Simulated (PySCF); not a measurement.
# C4H5BS: the cost of one run

Programs: PySCF 2.14.0, with routines of our own; each step states its level. All values are computed. Atoms count from 0.

## 1. The starting structure

11 atoms, charge -1, multiplicity 2; geometry from: GFN2-xTB.

## 2. Open-shell or spin-flip excitations: unrestricted TDDFT CAM-B3LYP/def2-SVPD in tetrahydrofuran

The job: settings as JSON, then the geometry in Å.

```
{"job": {"kind": "uabs", "xc": "CAM-B3LYP", "basis": "def2-SVPD", "nstates": 10, "tda": false, "solvent": "tetrahydrofuran", "pol": false}, "charge": -1, "multiplicity": 2}
B      2.213694     0.113563    -0.040331
C      0.733596     0.166960    -0.037332
C     -0.213722    -0.868165     0.123979
C     -1.543486    -0.483705     0.085447
C     -1.728678     0.865487    -0.110024
S     -0.194379     1.694399    -0.251326
H      2.762683    -0.936287     0.109243
H      2.886800     1.083795    -0.188019
H      0.108285    -1.890549     0.268041
H     -2.377079    -1.168684     0.198212
H     -2.642289     1.425856    -0.183853
```

Level: unrestricted TDDFT CAM-B3LYP/def2-SVPD, vertical, IEF-PCM tetrahydrofuran (non-equilibrium linear response), core orbitals frozen in the response.

Launch:

```
$ OMP_NUM_THREADS=1 python excited_run.py task.json out
```

One launch serves the whole session: the jobs run in the order shown.

**Question.** How long does this first job take on 1 thread of Arm Neoverse V1, shared host, and how much memory does it need?

About 43 s, with a peak of 0.64 GiB.
